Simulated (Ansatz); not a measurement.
# H8NO2ScSi2: ionisation energy by level of theory

How much energy removes an electron from H8NO2ScSi2 at fixed geometry? The cation is run at each level and the neutral's energy taken from earlier runs.

Program: Ansatz 0.2.0, Gaussian basis. Level of theory: unrestricted cation, the program's frozen cores in correlated methods. These are calculated values, not measurements.

The runs, in order: UKS PBE-D4/def2-TZVPP; UKS r2SCAN-D4/def2-TZVPP; UKS PBE0-D4/def2-TZVPP; UKS B3LYP-D4/def2-TZVPP; UKS wB97X-V/def2-TZVPP; UKS wB97M-V/def2-TZVPP; UKS B2PLYP/def2-TZVPP; UHF-CCSD(T)/def2-TZVPP; UHF-MP2/def2-QZVPP; extrapolation to the limit; then −ε(HOMO) from the neutral's earlier runs with LDA (SPW92), PBE-D4, revPBE-D4, BLYP-D4, r2SCAN-D4, B97M-V, PBE0-D4, B3LYP-D4, r2SCANh-D4, r2SCAN0-D4, HSE06-D4, BHLYP-D4, CAM-B3LYP-D4, LC-ωPBE, ωB97X-V, ωB97M-V.

### 1 Structure used throughout

The geometry comes from an earlier relaxation with PBE0-D4 in a triple-zeta def2 set; it is a stationary point, not always the lowest conformer.

14 atoms, charge 0, spin multiplicity 1.

Atoms are counted from 1 here; the program's logs count them from 0.

Bond lengths: N1–Sc2 1.975 Å, N1–H7 1.012 Å, N1–H8 1.012 Å, Sc2–O3 1.898 Å, Sc2–O5 1.898 Å, O3–Si4 1.627 Å, Si4–H9 1.490 Å, Si4–H10 1.490 Å, Si4–H11 1.490 Å, O5–Si6 1.627 Å, Si6–H12 1.490 Å, Si6–H13 1.490 Å, Si6–H14 1.490 Å. Angles: Sc2–N1–H7 126.2°, Sc2–N1–H8 126.4°, H7–N1–H8 107.4°, N1–Sc2–O3 118.0°, N1–Sc2–O5 117.9°, O3–Sc2–O5 124.2°, Sc2–O3–Si4 176.0°, O3–Si4–H9 110.9°, O3–Si4–H10 110.5°, O3–Si4–H11 110.5°, H9–Si4–H10 108.3°, H9–Si4–H11 108.2°, H10–Si4–H11 108.3°, Sc2–O5–Si6 176.0°, O5–Si6–H12 110.6°, O5–Si6–H13 110.9°, O5–Si6–H14 110.5°, H12–Si6–H13 108.2° and more.

### 2 Cation, UKS PBE-D4/def2-TZVPP

Input file in.yaml:

```yaml
crystal:
  periodic: [false, false, false]
  atoms:
    - {symbol: N, position_ang: [-1.715397, -2.084573, 0.238008]}
    - {symbol: Sc, position_ang: [-0.464726, -0.565944, 0.064918]}
    - {symbol: O, position_ang: [1.366731, -0.952638, -0.251536]}
    - {symbol: Si, position_ang: [2.957299, -1.173759, -0.512894]}
    - {symbol: O, position_ang: [-1.171239, 1.188676, 0.225287]}
    - {symbol: Si, position_ang: [-1.675052, 2.731785, 0.335138]}
    - {symbol: H, position_ang: [-2.711579, -2.023127, 0.407308]}
    - {symbol: H, position_ang: [-1.479183, -3.066947, 0.174603]}
    - {symbol: H, position_ang: [3.634496, 0.122351, -0.797265]}
    - {symbol: H, position_ang: [3.601679, -1.785854, 0.682527]}
    - {symbol: H, position_ang: [3.174684, -2.077848, -1.676617]}
    - {symbol: H, position_ang: [-2.774065, 2.854316, 1.333205]}
    - {symbol: H, position_ang: [-0.560387, 3.624680, 0.758634]}
    - {symbol: H, position_ang: [-2.183262, 3.208882, -0.981327]}
basis:
  gaussian: {orbitals: def2-TZVPP}
total_charge: 1
magnetization: {spin_polarized: true, initial_magnetization: 1}
hamiltonian: {xc: pbe, dispersion: d4}
```

Launch:

```
$ ansatz run in.yaml --threads 2 --pin off --events-out ev --progress --plain --max-ram 32768MiB --backend cuda --devices 0, --max-vram 18GiB
```

The runs that follow: Cation, UKS r2SCAN-D4/def2-TZVPP; Cation, UKS PBE0-D4/def2-TZVPP; Cation, UKS B3LYP-D4/def2-TZVPP; Cation, UKS wB97X-V/def2-TZVPP; Cation, UKS wB97M-V/def2-TZVPP; Cation, UKS B2PLYP (frozen core)/def2-TZVPP; Cation, UHF-CCSD(T)/def2-TZVPP; Cation, UHF-MP2/def2-QZVPP.

Before running them: what should the planned runs give, taken together? Wanted: ionisation energy, CCSD(T)/CBS; nearest functional by difference; nearest −ε(HOMO); −ε(HOMO) of PBE; T1 of the cation.

**Answer**, as computed:

```
                        quantity               value
  ionisation energy, CCSD(T)/CBS             9.66 eV
nearest functional by difference  ωB97M-V (-0.08 eV)
                nearest −ε(HOMO)  ωB97M-V (+0.09 eV)
                 −ε(HOMO) of PBE             6.05 eV
                T1 of the cation               0.016
```

Energy differences with functionals land within 0.78 eV of the reference. The PBE orbital energy is 3.6 eV too small: a semilocal HOMO is no ionisation energy. Among orbital estimates ωB97M-V comes nearest. Hartree-Fock falls 1.62 eV short, as the neutral has more correlation energy than the cation. The cation may have settled in a state other than its lowest; no search over hole states beyond the program's own was made. Correlated methods include outer-core shells of Sc, which these sets cover unevenly.
